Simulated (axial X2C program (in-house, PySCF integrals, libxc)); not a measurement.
# All-electron X2C curves of CuMg

What are the state, bond length, wavenumber and bond energy of CuMg, and what does spin–orbit coupling change?

Computed with an in-house X2C program for linear molecules on PySCF integrals. Level: all-electron X2C, Cu dyall-cv3z, Mg dyall-cv3z.

All values are calculated.

### 1 The job

Input file task.json:

```json
{"zs": [29, 12], "q": 0, "bas": ["dyall-cv3z", "dyall-cv3z"], "levels": ["PBE0", "HF", "B3LYP"], "cc": true, "r0": 2.51, "thr": -2.0, "nmax": 90, "npts": 10, "nst": 2, "ntry": 6}
```

Keys: zs atomic numbers; q charge; bas basis sets; levels methods (HF also brings MP2); cc coupled cluster on or off; r0 starting distance in Å; thr threshold in hartree for freezing inner shells (an s shell follows its p shell); nmax most natural virtual spinors; npts points asked for on the curve; nst determinants followed; ntry starts of the search.

On the command line:

```
python so2c.py task.json out
```

Spin-free means the one-electron spin-free X2C Hamiltonian; two-component (2c) means X2C with spin–orbit coupling and atomic mean-field two-electron Coulomb and Gaunt terms. Basis: Cu dyall-cv3z contracted to [9s9p6d3f2g], Mg dyall-cv3z contracted to [9s8p6d3f]; Gaussian nuclei, density fitting. Masses: Cu 62.930 u, Mg 23.985 u.

Notation: σ, π±, δ± give the projection m of an orbital's angular momentum (0, ±1, ±2), α and β its spin, Λ and M_S the sums; ω is the projection of a spinor's total angular momentum and Ω the sum. Logs are in hartree.

The results follow Hamiltonian by Hamiltonian and level by level.

### 2 Which state to follow

Determinants are compared with PBE0 at 2.510 Å.

Spin-free determinants:

```
ΔE (eV)             state                          open shells
   0.00  M_S = 1/2, Λ = 0             beyond closed shells: σα
   1.86  M_S = 1/2, Λ = 1            beyond closed shells: π+α
   2.71  M_S = 1/2, Λ = 1  beyond closed shells: π+α, π+β, π-α
   2.85  M_S = 1/2, Λ = 2  beyond closed shells: δ+α, δ+β, δ-α
   3.03  M_S = 3/2, Λ = 1    beyond closed shells: 2 × σα, π+α
   3.77  M_S = 1/2, Λ = 1    beyond closed shells: 2 × σα, π+β
```

Two-component determinants:

```tsv
ΔE (eV)	state	open shells
0.00	Ω = 1/2	excess of +ω over −ω: ω = 1/2
1.86	Ω = 3/2	excess of +ω over −ω: ω = 3/2
2.65	Ω = 3/2	excess of +ω over −ω: ω = 3/2
2.75	Ω = 5/2	excess of +ω over −ω: ω = 5/2
3.04	Ω = 5/2	excess of +ω over −ω: 2 × ω = 1/2, ω = 3/2
3.76	Ω = 3/2	excess of +ω over −ω: 3 × ω = 1/2
3.77	Ω = 1/2	excess of +ω over −ω: 2 × ω = -1/2, ω = 3/2
```

### 3 PBE0, spin-free

State followed: M_S = 1/2, Λ = 0 (beyond closed shells: σα). The scan is laid around 2.482 Å, a first estimate of the minimum, and this SCF restarts from the orbitals of the search.

Output at 2.482 Å:

```text
spin-free X2C-1e  PBE0
basis functions 189  fitting functions 893  grid points 5084
iter        total energy     max residual
   1      -1854.778609350     4.76e-01
   2      -1854.884130774     5.59e-03
   3      -1854.883209782     1.70e-02
   4      -1854.884348185     7.95e-04
   5      -1854.884355184     3.93e-04
   6      -1854.884356608     1.69e-04
   7      -1854.884356763     2.62e-05
   8      -1854.884356773     4.67e-06
   9      -1854.884356774     1.68e-06
converged
one-electron -2734.49120474  Coulomb 889.62514600  exact exchange -20.60269604  xc functional -63.61127863  nuclear repulsion 74.19567663
```

Along the bond, energies from the lowest point:

| R (Å) | E (eV) | μ (D) | HOMO (eV) | LUMO (eV) | iterations |
| --- | --- | --- | --- | --- | --- |
| 2.159 | 0.2722 | 0.34 | -4.33 | -2.04 | 13 |
| 2.259 | 0.1121 | 0.44 | -4.38 | -2.11 | 11 |
| 2.333 | 0.0437 | 0.53 | -4.41 | -2.16 | 11 |
| 2.408 | 0.0089 | 0.62 | -4.44 | -2.21 | 11 |
| 2.482 | 0.0000 | 0.70 | -4.47 | -2.26 | 9 |
| 2.569 | 0.0146 | 0.80 | -4.50 | -2.31 | 11 |
| 2.656 | 0.0481 | 0.89 | -4.54 | -2.37 | 11 |
| 2.767 | 0.1099 | 0.99 | -4.58 | -2.43 | 11 |
| 2.904 | 0.2008 | 1.08 | -4.63 | -2.51 | 11 |
| 3.103 | 0.3403 | 1.14 | -4.71 | -2.60 | 12 |

Dipoles are positive if Mg is the positive end.

Outer orbitals at the reference distance:

```tsv
symmetry	occupied	ε (eV)	atomic character
σα	yes	-7.42	63% Cu d, 22% Mg s, 11% Cu s
σβ	yes	-7.30	76% Cu d, 13% Mg s, 6% Cu s
π+α	yes	-7.01	98% Cu d
π-α	yes	-7.01	98% Cu d
π+β	yes	-6.95	98% Cu d
π-β	yes	-6.95	98% Cu d
δ-α	yes	-6.90	100% Cu d
δ+α	yes	-6.90	100% Cu d
δ+β	yes	-6.85	100% Cu d
δ-β	yes	-6.85	100% Cu d
σα	yes	-6.50	36% Cu d, 34% Mg s, 26% Cu s
σβ	yes	-6.15	36% Mg s, 31% Cu s, 23% Cu d
σα	yes	-4.47	43% Mg p, 27% Cu s, 18% Mg s
σβ	no	-2.26	35% Mg p, 24% Cu s, 22% Mg s
π+α	no	-1.31	72% Mg p, 27% Cu p
π-α	no	-1.31	72% Mg p, 27% Cu p
π+β	no	-0.99	66% Mg p, 32% Cu p
```

PBE0 fields in the half plane through the axis: z from -2.4 to 4.8 Å across, distance from the axis 0.15 to 2.25 Å upwards; Cu lies at z = 0 and Mg at z = 2.482 Å; the ELF is damped to zero where the density is low.

log10 density (e/bohr³). Ten even steps from '0' (-4.30 ) to '9' (1.37 ):
```
0001111222222222222221110
0011222222222222222222211
0112223333333333333322221
1122333444433333333333222
1122344454444444444333322
1223345566544444554443322
1223456787654456765443332
1223456898655457986444332
```

ELF. Ten even steps from ' ' (0.00 ) to '@' (1.00 ):
```
          ....................::--++**##**++--..  
      ....::::::::::::--------==**%%@@@@@@%%##==..
    ....::::::::::::--====++++**##%%@@@@@@@@@@%%++
  ....::::::::::::::--==++****++++**%%@@@@@@@@@@%%
  ..::::............::--++**==..  ..--%%@@@@@@@@@@
..::::::......::::::..::++++    ....  --@@@@@@@@@@
..::::......::**##++::::==--  ++%%##::  ##@@@@@@@@
..::::......==##==##==::==....%%==%%**  ==@@@@@@@@
```

Re = 2.474 Å, ωe = 239.7 cm⁻¹, ωexe = 1.6 cm⁻¹, Be = 0.1585 cm⁻¹, De = 0.895 eV, μ = 0.69 D.

### 4 HF, spin-free

Output at 2.482 Å:

```text
spin-free X2C-1e  HF
basis functions 189  fitting functions 893  grid points 5084
iter        total energy     max residual
   1      -1853.081166256     1.10e-01
   2      -1853.109487173     3.07e-02
   3      -1853.106897694     4.62e-02
   4      -1853.116051504     2.23e-03
   5      -1853.116363172     1.44e-03
   6      -1853.116474665     5.20e-04
   7      -1853.116491988     2.33e-04
   8      -1853.116495944     1.12e-04
   9      -1853.116497036     4.26e-05
  10      -1853.116497373     2.26e-05
  11      -1853.116497451     1.15e-05
  12      -1853.116497465     4.24e-06
  13      -1853.116497467     1.77e-06
converged
one-electron -2735.93866045  Coulomb 891.25755803  exact exchange -82.63107168  xc functional 0.00000000  nuclear repulsion 74.19567663
```

Re = 2.759 Å, ωe = 144.5 cm⁻¹, ωexe = 2.61 cm⁻¹, Be = 0.1275 cm⁻¹, De = 0.164 eV, μ = 0.22 D. ⟨S²⟩ = 0.86 against 0.75 for a pure state, so this determinant mixes spins.

### 5 B3LYP, spin-free

Output at 2.482 Å:

```text
spin-free X2C-1e  B3LYP
basis functions 189  fitting functions 893  grid points 5084
iter        total energy     max residual
   1      -1855.317499016     2.19e-02
   2      -1855.318862991     9.90e-03
   3      -1855.316340144     2.69e-02
   4      -1855.319252916     1.73e-03
   5      -1855.319268832     4.18e-04
   6      -1855.319271566     1.08e-04
   7      -1855.319271820     3.18e-05
   8      -1855.319271862     7.79e-06
   9      -1855.319271866     2.67e-06
  10      -1855.319271867     9.10e-07
converged
one-electron -2734.38075134  Coulomb 889.49873057  exact exchange -16.47626599  xc functional -68.15666175  nuclear repulsion 74.19567663
```

Re = 2.471 Å, ωe = 237.5 cm⁻¹, ωexe = 1.73 cm⁻¹, Be = 0.159 cm⁻¹, De = 0.830 eV, μ = 1.03 D.

### 6 Correlated methods, spin-free

Correlated methods: 13 electrons correlated (frozen shells, counted by type: Cu 3 s, 2 p; Mg 2 s, 1 p), 293 virtual spinors in MP2.

Output of the correlated part at 2.482 Å:

```text
correlated 13  virtual 293  natural virtual 89  E(MP2) -0.567511866  MP2 remainder -0.037212868
iter   CCSD correlation   residual
   1     -0.431127767   2.67e-01
   2     -0.463921769   1.68e-01
   3     -0.469949135   5.10e-02
   4     -0.469773909   2.75e-02
   5     -0.469827806   1.16e-02
   6     -0.470267095   6.55e-03
   7     -0.470306803   2.91e-03
   8     -0.470215376   1.67e-03
   9     -0.470297836   1.07e-03
  10     -0.470260704   6.78e-04
  11     -0.470265938   4.36e-04
  12     -0.470277972   2.36e-04
  13     -0.470274299   1.39e-04
  14     -0.470272711   7.61e-05
  15     -0.470273371   4.45e-05
  16     -0.470273152   2.55e-05
  17     -0.470272794   1.35e-05
  18     -0.470272906   7.15e-06
  19     -0.470272823   4.05e-06
  20     -0.470272840   2.11e-06
(T) -0.023049749  T1 0.0448  D1 0.0950  max T2 0.099
```

T1 in the output is the amplitude norm over the root of the electron number; divide by √2 for the Lee–Taylor value.

Coupled cluster ran at too few distances for a curve.

MP2: Re = 2.406 Å, ωe = 271.5 cm⁻¹, Be = 0.1677 cm⁻¹, De = 0.796 eV.

### 7 A higher determinant, spin-free

State: M_S = 1/2, Λ = 1 (beyond closed shells: π+α).

Output at the reference distance:

```text
spin-free X2C-1e  PBE0
basis functions 189  fitting functions 893  grid points 5084
iter        total energy     max residual
   1      -1854.724849970     4.08e-01
   2      -1854.816659872     5.39e-03
   3      -1854.815802374     1.57e-02
   4      -1854.816822771     6.77e-04
   5      -1854.816828666     2.17e-04
   6      -1854.816829086     1.08e-04
   7      -1854.816829227     2.52e-05
   8      -1854.816829307     2.04e-05
   9      -1854.816829372     7.67e-06
  10      -1854.816829390     2.37e-06
  11      -1854.816829390     7.97e-07
converged
one-electron -2733.53213037  Coulomb 888.71155259  exact exchange -20.60054341  xc functional -63.59138484  nuclear repulsion 74.19567663
```

| R (Å) | E above the lowest PBE0 point (eV) |
| --- | --- |
| 2.159 | 1.871 |
| 2.259 | 1.790 |
| 2.333 | 1.778 |
| 2.408 | 1.796 |
| 2.482 | 1.838 |
| 2.569 | 1.908 |
| 2.656 | 1.995 |
| 2.767 | 2.123 |
| 2.904 | 2.289 |

Re = 2.323 Å, ωe = 297.9 cm⁻¹, Be = 0.1799 cm⁻¹, μ = 0.38 D. Te = 1.78 eV.

### 8 The spin-free curves together

Energy (eV) of the followed determinant, spin-free, from each level's lowest point:

| R (Å) | PBE0 | HF | MP2 | B3LYP |
| --- | --- | --- | --- | --- |
| 2.159 | 0.272 | 0.580 | 0.198 | 0.264 |
| 2.259 | 0.112 | 0.350 | 0.062 | 0.107 |
| 2.333 | 0.044 | 0.227 | 0.014 | 0.041 |
| 2.408 | 0.009 | 0.139 | 0.000 | 0.008 |
| 2.482 | 0.000 | 0.077 | 0.012 | 0.000 |
| 2.569 | 0.015 | 0.032 | 0.051 | 0.015 |
| 2.656 | 0.048 | 0.008 | 0.106 | 0.048 |
| 2.767 | 0.110 | 0.000 | 0.192 | 0.108 |
| 2.904 | 0.201 | 0.011 | 0.303 | 0.196 |
| 3.103 | 0.340 | 0.046 | 0.454 | 0.328 |

### 9 PBE0, 2c

State followed: Ω = 1/2 (excess of +ω over −ω: ω = 1/2). The scan is laid around 2.482 Å, a first estimate of the minimum, and this SCF restarts from the orbitals of the search.

The SCF at the reference distance of 2.482 Å:

```text
two-component X2C + atomic mean field  PBE0
basis functions 189  fitting functions 893  grid points 5084
iter        total energy     max residual
   1      -1854.275102424     4.77e-01
   2      -1854.380870247     5.63e-03
   3      -1854.379940992     1.71e-02
   4      -1854.381088018     7.92e-04
   5      -1854.381094925     3.89e-04
   6      -1854.381096332     1.69e-04
   7      -1854.381096486     2.59e-05
   8      -1854.381096496     4.64e-06
   9      -1854.381096497     1.66e-06
converged
one-electron -2733.22531958  Coulomb 889.36878638  exact exchange -20.59704754  xc functional -63.59368482  nuclear repulsion 74.19567663  atomic mean-field constant -0.52950757
```

Along the bond, energies from the lowest point:

| R (Å) | E (eV) | μ (D) | HOMO (eV) | LUMO (eV) | iterations |
| --- | --- | --- | --- | --- | --- |
| 2.159 | 0.2728 | 0.34 | -4.33 | -2.04 | 13 |
| 2.259 | 0.1125 | 0.44 | -4.38 | -2.11 | 11 |
| 2.333 | 0.0440 | 0.53 | -4.41 | -2.16 | 11 |
| 2.408 | 0.0091 | 0.61 | -4.44 | -2.21 | 11 |
| 2.482 | 0.0000 | 0.70 | -4.47 | -2.26 | 9 |
| 2.569 | 0.0144 | 0.80 | -4.50 | -2.31 | 11 |
| 2.656 | 0.0478 | 0.89 | -4.53 | -2.37 | 11 |
| 2.767 | 0.1094 | 0.99 | -4.58 | -2.43 | 11 |
| 2.904 | 0.2001 | 1.08 | -4.63 | -2.51 | 11 |
| 3.103 | 0.3394 | 1.14 | -4.70 | -2.60 | 12 |

Dipoles are positive if Mg is the positive end.

Outer spinors at the reference distance:

```
   ω  occupied  ε (eV)              atomic character     λ mixture
 1/2       yes   -7.45  67% Cu d, 20% Mg s, 10% Cu s   95% σ, 5% π
-1/2       yes   -7.35   81% Cu d, 10% Mg s, 4% Cu s  86% σ, 14% π
-3/2       yes   -7.08                      99% Cu d  73% δ, 27% π
 3/2       yes   -7.07                      99% Cu d  51% δ, 49% π
-1/2       yes   -7.03             93% Cu d, 3% Mg s  86% π, 14% σ
 1/2       yes   -7.00    92% Cu d, 4% Mg s, 2% Cu s   92% π, 8% σ
 3/2       yes   -6.86                      99% Cu d  51% π, 49% δ
-3/2       yes   -6.84                      98% Cu d  73% π, 27% δ
 5/2       yes   -6.81                     100% Cu d        100% δ
-5/2       yes   -6.75                     100% Cu d        100% δ
 1/2       yes   -6.49  39% Cu d, 32% Mg s, 25% Cu s   98% σ, 2% π
-1/2       yes   -6.15  36% Mg s, 31% Cu s, 24% Cu d        100% σ
 1/2       yes   -4.47  43% Mg p, 27% Cu s, 18% Mg s        100% σ
-1/2        no   -2.26  35% Mg p, 24% Cu s, 22% Mg s        100% σ
-1/2        no   -1.31            71% Mg p, 27% Cu p        100% π
 3/2        no   -1.30            72% Mg p, 27% Cu p        100% π
 1/2        no   -1.00            66% Mg p, 32% Cu p        100% π
```

PBE0 fields in the half plane through the axis: z from -2.4 to 4.8 Å across, distance from the axis 0.15 to 2.25 Å upwards; Cu lies at z = 0 and Mg at z = 2.482 Å; the ELF is damped to zero where the density is low.

log10 density (e/bohr³). Ten even steps from '0' (-4.30 ) to '9' (1.37 ):
```
0001111222222222222221110
0011222222222222222222211
0112223333333333333322221
1122333444433333333333222
1122344454444444444333322
1223345566544444554443322
1223456787654456765443332
1223456898655457986444332
```

ELF. Ten even steps from ' ' (0.00 ) to '@' (1.00 ):
```
          ....................::--++**##**++--..  
      ....::::::::::::--------==**%%@@@@@@%%##==..
    ....::::::::::::--====++++**##%%@@@@@@@@@@%%++
  ....::::::::::::::--==++****++++**%%@@@@@@@@@@%%
  ..::::............::--++**==..  ..--%%@@@@@@@@@@
..::::::......::::::..::++++    ....  --@@@@@@@@@@
..::::......::**##++::::==--  ++%%##::  ##@@@@@@@@
..::::......==##==##==::==....%%==%%**  ==@@@@@@@@
```

Re = 2.475 Å, ωe = 239.5 cm⁻¹, ωexe = 1.6 cm⁻¹, Be = 0.1585 cm⁻¹, De = 0.894 eV, μ = 0.69 D.

### 10 HF, 2c

Output at 2.482 Å:

```text
two-component X2C + atomic mean field  HF
basis functions 189  fitting functions 893  grid points 5084
iter        total energy     max residual
   1      -1852.578554290     1.10e-01
   2      -1852.606871258     3.09e-02
   3      -1852.604298999     4.62e-02
   4      -1852.613423908     2.23e-03
   5      -1852.613735351     1.46e-03
   6      -1852.613846740     5.20e-04
   7      -1852.613864088     2.33e-04
   8      -1852.613868057     1.12e-04
   9      -1852.613869155     4.25e-05
  10      -1852.613869496     2.25e-05
  11      -1852.613869575     1.14e-05
  12      -1852.613869590     4.17e-06
  13      -1852.613869592     1.72e-06
converged
one-electron -2734.67129859  Coulomb 890.99967081  exact exchange -82.60841087  xc functional 0.00000000  nuclear repulsion 74.19567663  atomic mean-field constant -0.52950757
```

Re = 2.760 Å, ωe = 144.2 cm⁻¹, ωexe = 2.61 cm⁻¹, Be = 0.1274 cm⁻¹, De = 0.163 eV, μ = 0.23 D.

### 11 B3LYP, 2c

The SCF at the reference distance of 2.482 Å:

```text
two-component X2C + atomic mean field  B3LYP
basis functions 189  fitting functions 893  grid points 5084
iter        total energy     max residual
   1      -1854.814015291     2.19e-02
   2      -1854.815379820     9.92e-03
   3      -1854.812859957     2.69e-02
   4      -1854.815769644     1.73e-03
   5      -1854.815785549     4.18e-04
   6      -1854.815788272     1.08e-04
   7      -1854.815788525     3.19e-05
   8      -1854.815788567     7.80e-06
   9      -1854.815788572     2.68e-06
  10      -1854.815788572     9.10e-07
converged
one-electron -2733.11479590  Coulomb 889.24228685  exact exchange -16.47174466  xc functional -68.13770392  nuclear repulsion 74.19567663  atomic mean-field constant -0.52950757
```

Re = 2.472 Å, ωe = 237.3 cm⁻¹, ωexe = 1.73 cm⁻¹, Be = 0.1589 cm⁻¹, De = 0.829 eV, μ = 1.03 D.

### 12 Correlated methods, 2c

Correlated methods: 13 electrons correlated (frozen shells, counted by type: Cu 3 s, 2 p; Mg 2 s, 1 p), 293 virtual spinors in MP2.

MP2: Re = 2.406 Å, ωe = 271.1 cm⁻¹, Be = 0.1676 cm⁻¹, De = 0.793 eV.

### 13 A higher determinant, 2c

State: Ω = 3/2 (excess of +ω over −ω: ω = 3/2).

Output at the reference distance:

```text
two-component X2C + atomic mean field  PBE0
basis functions 189  fitting functions 893  grid points 5084
iter        total energy     max residual
   1      -1854.221228596     4.09e-01
   2      -1854.313210717     5.27e-03
   3      -1854.312405041     1.53e-02
   4      -1854.313366898     6.72e-04
   5      -1854.313372674     2.27e-04
   6      -1854.313373092     1.12e-04
   7      -1854.313373232     2.40e-05
   8      -1854.313373301     1.88e-05
   9      -1854.313373359     7.37e-06
  10      -1854.313373375     1.87e-06
  11      -1854.313373376     5.87e-07
converged
one-electron -2732.26029500  Coulomb 888.44944875  exact exchange -20.59492360  xc functional -63.57377258  nuclear repulsion 74.19567663  atomic mean-field constant -0.52950757
```

| R (Å) | E above the lowest PBE0 point (eV) |
| --- | --- |
| 2.159 | 1.879 |
| 2.259 | 1.798 |
| 2.333 | 1.784 |
| 2.408 | 1.802 |
| 2.482 | 1.843 |
| 2.569 | 1.913 |
| 2.656 | 1.999 |
| 2.767 | 2.126 |
| 2.904 | 2.292 |

Re = 2.325 Å, ωe = 297.3 cm⁻¹, Be = 0.1796 cm⁻¹, μ = 0.36 D. Te = 1.78 eV.

### 14 The 2c curves together

Energy (eV) of the followed determinant, 2c, from each level's lowest point:

| R (Å) | PBE0 | HF | MP2 | B3LYP |
| --- | --- | --- | --- | --- |
| 2.159 | 0.273 | 0.581 | 0.198 | 0.265 |
| 2.259 | 0.112 | 0.350 | 0.062 | 0.108 |
| 2.333 | 0.044 | 0.228 | 0.014 | 0.041 |
| 2.408 | 0.009 | 0.140 | 0.000 | 0.008 |
| 2.482 | 0.000 | 0.078 | 0.012 | 0.000 |
| 2.569 | 0.014 | 0.032 | 0.050 | 0.015 |
| 2.656 | 0.048 | 0.008 | 0.105 | 0.048 |
| 2.767 | 0.109 | 0.000 | 0.191 | 0.108 |
| 2.904 | 0.200 | 0.011 | 0.302 | 0.195 |
| 3.103 | 0.339 | 0.046 | 0.452 | 0.327 |

Time for the job: 2.5 min (1 thread of AMD EPYC 7R43 (Zen 3), shared host); peak memory 0.75 GiB.

### 15 What came out

Lowest determinant that the search found at its distance, spin-free: M_S = 1/2, Λ = 0 (beyond closed shells: σα).

Lowest determinant that the search found at its distance, 2c: Ω = 1/2 (excess of +ω over −ω: ω = 1/2).

```json
{"Hamiltonian": "spin-free", "level": "PBE0", "Re (Å)": "2.474", "ωe (cm⁻¹)": "239.7", "De (eV)": "0.895", "μ (D)": "0.69"}
{"Hamiltonian": "spin-free", "level": "HF", "Re (Å)": "2.759", "ωe (cm⁻¹)": "144.5", "De (eV)": "0.164", "μ (D)": "0.22"}
{"Hamiltonian": "spin-free", "level": "MP2", "Re (Å)": "2.406", "ωe (cm⁻¹)": "271.5", "De (eV)": "0.796", "μ (D)": "n/a"}
{"Hamiltonian": "spin-free", "level": "B3LYP", "Re (Å)": "2.471", "ωe (cm⁻¹)": "237.5", "De (eV)": "0.830", "μ (D)": "1.03"}
{"Hamiltonian": "2c", "level": "PBE0", "Re (Å)": "2.475", "ωe (cm⁻¹)": "239.5", "De (eV)": "0.894", "μ (D)": "0.69"}
{"Hamiltonian": "2c", "level": "HF", "Re (Å)": "2.760", "ωe (cm⁻¹)": "144.2", "De (eV)": "0.163", "μ (D)": "0.23"}
{"Hamiltonian": "2c", "level": "MP2", "Re (Å)": "2.406", "ωe (cm⁻¹)": "271.1", "De (eV)": "0.793", "μ (D)": "n/a"}
{"Hamiltonian": "2c", "level": "B3LYP", "Re (Å)": "2.472", "ωe (cm⁻¹)": "237.3", "De (eV)": "0.829", "μ (D)": "1.03"}
```

Dipoles are positive if Mg is the positive end. Spin-free ⟨S²⟩ is off its pure value at HF 0.86.

Time per point (s) on 1 thread of AMD EPYC 7R43 (Zen 3), shared host (2c runs); the times are rough: PBE0 0.98, HF 0.68, MP2 1.1, B3LYP 1.1.

At MP2, going from spin-free to two-component changes Re by +1 mÅ, ωe by -0.1 %, which is small (part of it comes from the scalar share of the two-electron terms). De moves by 0.00 eV; both De rest on single-determinant atoms, which can miss part of an open shell's spin–orbit lowering.

De refers to Cu + Mg, each in the lowest determinant found, which need not be this curve's own limit. The state is a single determinant with fixed occupations, the lowest that a limited PBE0 search found. Dissociation energies refer to the lowest single-determinant-based atoms at the same level and basis. Density functionals use the spin component along the axis (collinear). The spin-free determinant is spin-contaminated at some levels, which hurts MP2 most.
